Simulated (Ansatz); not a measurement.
FeNi3, space group Fm-3m, a relaxation driven by ASE

Program: the Python package of Ansatz (0.2.0).

At the Python prompt:
```pycon
>>> import warnings
>>> import ansatz
>>> from ase import Atoms
>>> from ase.calculators.calculator import Calculator, all_changes
>>> from ase.filters import FrechetCellFilter
>>> from ase.optimize import LBFGS
>>> from ase.units import GPa
>>> import numpy as np
>>> class AnsatzEngine(Calculator):
...     implemented_properties = ["energy", "free_energy", "forces", "stress"]
...     def calculate(self, atoms=None, properties=("energy",), system_changes=all_changes):
...         super().calculate(atoms, properties, system_changes)
...         bare = self.atoms.copy()
...         bare.set_constraint()
...         bare.set_momenta(None)
...         job = (
...             ansatz.Crystal.from_ase(bare).calculation()
...             .functional("lda")
...             .kpoints(5, 5, 5)
...             .occupations("Methfessel-Paxton", width=0.1)  # the run then minimises F = E - TS
...             .spin("collinear")
...             .forces()  # eV per angstrom
...             .stress()
...         )
...         report = job.run(threads=1, backend="cpu").report
...         self.results["free_energy"] = report["lagrangian_ev"]
...         self.results["energy"] = report.get("lagrangian_sigma0_ev", report["lagrangian_ev"])
...         self.results["forces"] = np.array(report["forces_ev_ang"])
...         s = -np.array(report["stress_gpa"]) * GPa  # ASE counts tension as positive
...         self.results["stress"] = s[[0, 1, 2, 1, 0, 0], [0, 1, 2, 2, 2, 1]]
...
>>> warnings.simplefilter("ignore")
>>> atoms = Atoms(
...     ["Fe", "Ni", "Ni", "Ni"],
...     cell=[[0.0, 2.79036987, 2.79036987], [2.79036987, 0.0, 2.79036987], [2.79036987, 2.79036987, 0.0]],
...     scaled_positions=[
...         [0.0, 0.0, 0.0],
...         [0.75, 0.75, 0.75],
...         [0.25, 0.25, 0.25],
...         [0.5, 0.5, 0.5],
...     ],
...     pbc=True,
... )
>>> atoms.set_initial_magnetic_moments([2.4, 1.0, 1.0, 1.0])
>>> atoms.calc = AnsatzEngine()
>>> before = atoms.get_potential_energy(), atoms.get_volume()
>>> target = FrechetCellFilter(atoms)
>>> optimiser = LBFGS(target, logfile=None)
>>> def tell():
...     fmax = np.linalg.norm(target.get_forces(), axis=1).max()
...     print(f"step {optimiser.nsteps:2d}  E = {atoms.get_potential_energy():.5f} eV  fmax = {fmax:.4f}  V = {atoms.get_volume():.3f} A^3")
...
>>> optimiser.attach(tell)
>>> met = optimiser.run(fmax=0.03, steps=15)
step  0  E = -21739.79063 eV  fmax = 0.7817  V = 43.453 A^3
step  1  E = -21739.81509 eV  fmax = 0.6739  V = 43.090 A^3
step  2  E = -21739.88139 eV  fmax = 0.0749  V = 40.890 A^3
step  3  E = -21739.88204 eV  fmax = 0.0065  V = 41.105 A^3
>>> print("threshold met:", bool(met), " energy gained:", round(before[0] - atoms.get_potential_energy(), 5), "eV")
threshold met: True  energy gained: 0.09142 eV
>>> print("cell lengths and angles:", np.round(atoms.cell.cellpar(), 3))
cell lengths and angles: [ 3.874  3.874  3.874 60.    60.    60.   ]
>>> np.round(atoms.get_scaled_positions(), 4)
array([[0.  , 0.  , 0.  ],
       [0.75, 0.75, 0.75],
       [0.25, 0.25, 0.25],
       [0.5 , 0.5 , 0.5 ]])
```

Total energies depend on the potentials; only differences at equal settings carry meaning. A total without «per atom» is that of the cell as typed. Other magnetic orders than the one started from may lie lower. For a metal this k-point mesh is coarse: on a finer one energies can move by several to tens of meV an atom and pressures by half a GPa or more, differences at one mesh by less. At these settings the cell as given stands under about -12 GPa, so it isn't at this functional's equilibrium volume. This cell is a computed structure, which may not be the phase found in nature. Run time: 32 s on 1 thread of Arm Neoverse V1, on a shared host, peak memory 0.52 GiB.
